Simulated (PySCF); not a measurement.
# C₅H₈F₂Si: electronic excitations

What electronic excitations should C₅H₈F₂Si (`CC#C[Si@@H](F)[C@@H](C)F`) show?

The runs use PySCF 2.14.0, with density-fitted response routines of our own; the level of theory stands in each step. All values are computed, except where a source is named. Atoms are numbered from 0 throughout.

### Step 1. The starting structure

16 atoms, charge 0, multiplicity 1; geometry from: GFN2-xTB.

Bonds of the start (Å): C0–C1 1.44, C1–C2 1.21, C2–Si3 1.84, Si3–F4 1.62, Si3–C5 1.92, C5–C6 1.52, C5–F7 1.40, C0–H8 1.09, C0–H9 1.09, C0–H10 1.09, Si3–H11 1.45, C5–H12 1.10, C6–H13 1.09, C6–H14 1.09, C6–H15 1.09.

### Step 2. TDDFT and polarisability: CAM-B3LYP/def2-SVPD

The job: settings as JSON, then the geometry in Å.

```
{"job": {"kind": "uv", "xc": "CAM-B3LYP", "basis": "def2-SVPD", "nstates": 8, "ntriplets": 3}, "charge": 0, "multiplicity": 1}
C      3.264447    -0.667234     0.437660
C      2.036897     0.035465     0.157331
C      1.011636     0.622770    -0.085614
Si    -0.575155     1.498379    -0.381619
F     -0.827528     1.605900    -1.977505
C     -2.035936     0.421249     0.253142
C     -2.002343    -1.015764    -0.243317
F     -2.025035     0.411558     1.649206
H      3.940315    -0.591040    -0.413495
H      3.744789    -0.234571     1.314782
H      3.055125    -1.718566     0.633227
H     -0.619241     2.862206     0.116558
H     -2.998828     0.877887    -0.010848
H     -1.079673    -1.498998     0.069960
H     -2.843631    -1.578722     0.156857
H     -2.053438    -1.021576    -1.328688
```

Method: TDDFT CAM-B3LYP/def2-SVPD, vertical, gas phase, core orbitals frozen in the response.

Command:

```sh
> OMP_NUM_THREADS=1 python probes_run.py task.json out
```

The driver reads the jobs from task.json and runs them one after another.

The program printed:

```text
coarse grid: 14192 points
cycle   1  E = -683.8154025297  dE =  8.104e-01  |g| = 7.183e-01  |ddm| = 9.886e+00
cycle   2  E = -683.7859203843  dE =  2.948e-02  |g| = 9.007e-01  |ddm| = 2.691e+00
cycle   3  E = -683.9177102550  dE = -1.318e-01  |g| = 7.314e-02  |ddm| = 1.332e+00
cycle   4  E = -683.9187500770  dE = -1.040e-03  |g| = 2.952e-02  |ddm| = 1.916e-01
cycle   5  E = -683.9189568475  dE = -2.068e-04  |g| = 1.067e-02  |ddm| = 9.184e-02
cycle   6  E = -683.9189795868  dE = -2.274e-05  |g| = 4.728e-03  |ddm| = 2.349e-02
cycle   7  E = -683.9189848695  dE = -5.283e-06  |g| = 5.441e-04  |ddm| = 1.018e-02
final grid: 134152 points
cycle   8  E = -684.0197874492  dE = -2.953e-05  |g| = 4.304e-03  |ddm| = 1.215e-01
cycle   9  E = -684.0197868913  dE =  5.580e-07  |g| = 4.969e-03  |ddm| = 1.467e-02
cycle  10  E = -684.0197914030  dE = -4.512e-06  |g| = 5.372e-04  |ddm| = 5.145e-03
cycle  11  E = -684.0197914554  dE = -5.237e-08  |g| = 1.603e-04  |ddm| = 1.011e-03
cycle  12  E = -684.0197914598  dE = -4.486e-09  |g| = 9.022e-05  |ddm| = 4.067e-04
cycle  13  E = -684.0197914618  dE = -1.979e-09  |g| = 1.306e-05  |ddm| = 1.508e-04
cycle  14  E = -684.0197914619  dE = -5.275e-11  |g| = 3.909e-06  |ddm| = 3.371e-05
converged SCF energy = -684.0197914619

Static polarisability (au): isotropic 84.685, principal 67.853 76.919 109.283

Singlet excitations
state   eV       nm        f      main configurations
  1   5.7749    214.7   0.00087   H->L 0.76
  2   6.1502    201.6   0.00271   H-1->L 0.51, H->L+1 0.20, H->L+2 0.10
  3   6.2910    197.1   0.00066   H-1->L+1 0.51, H-1->L+2 0.25
  4   7.0713    175.3   0.02637   H-2->L 0.77, H->L 0.10
  5   7.5084    165.1   0.00624   H->L+2 0.59, H->L+1 0.26
  6   7.6353    162.4   0.01175   H-1->L+2 0.65, H-1->L+1 0.28
  7   7.8576    157.8   0.39705   H->L+1 0.34, H-2->L+1 0.27, H->L+2 0.12
  8   8.3315    148.8   0.41932   H-2->L+1 0.29, H-1->L 0.27, H->L+3 0.14

Triplet excitations (Tamm-Dancoff, eV): 4.9551 5.3248 5.4175
```

Run time: 1.9 min. Hardware: 1 thread of Arm Neoverse N1, shared host; peak memory 1.1 GiB.

Frontier orbitals and where they lie:

| orbital | eV | atoms |
| --- | --- | --- |
| HOMO−3 | -11.12 | F7 37 %, C5 22 %, C6 19 % |
| HOMO−2 | -10.12 | C5 18 %, F7 16 %, C2 15 % |
| HOMO−1 | -9.57 | C2 42 %, C1 38 %, C0 8 % |
| HOMO | -9.31 | C2 29 %, C1 28 %, C5 11 % |
| LUMO | 0.48 | Si3 27 %, C2 18 %, C1 17 % |
| LUMO+1 | 1.06 | C1 18 %, Si3 17 %, C2 14 % |
| LUMO+2 | 1.11 | C0 26 %, C1 21 %, C2 12 % |

With each of the 8 states as a Gaussian band of 0.4 eV half-width at 1/e, the curve within the window shown has maxima at 153 nm (ε 23,000) L/(mol cm). Beyond the last state computed it falls off for lack of states. The curve at chosen wavelengths:

(nm, ε (L/mol/cm)): (144, 10056), (148, 19132), (152, 23220), (155, 23115), (159, 19673), (163, 13008), (167, 6605), (171, 3035), (174, 1895), (178, 1222), (182, 786), (186, 445), (190, 244), (193, 178), (197, 154), (201, 154), (205, 146), (209, 126), (212, 107), (216, 80), (220, 56), (224, 37), (228, 23), (231, 16), (235, 9), (239, 5)

Ground-state properties from the same run:

| property | computed |
| --- | --- |
| dipole moment (D) | 2.21 |
| polarisability (Å³) | 12.55 |
| HOMO–LUMO gap (eV) | 9.79 |
| −ε(HOMO) (eV) | 9.31 |

### Step 3. Outcome

| quantity | value |
| --- | --- |
| lowest singlet (CAM-B3LYP/def2-SVPD) | 5.77 eV (215 nm), f = 0.001 |
| brightest single state of those computed | state 8, 8.33 eV, f = 0.419 |
| lowest triplet | 4.96 eV |

**Reading.** The first singlet state (HOMO→LUMO 0.76) lies at 5.77 eV and is dark; of the 8 states computed, the strongest absorption comes from state 8 at 8.33 eV (the last computed, so partners may be missing). The lowest triplet lies 0.82 eV below the lowest singlet (triplets in Tamm-Dancoff, singlets in full TDDFT).
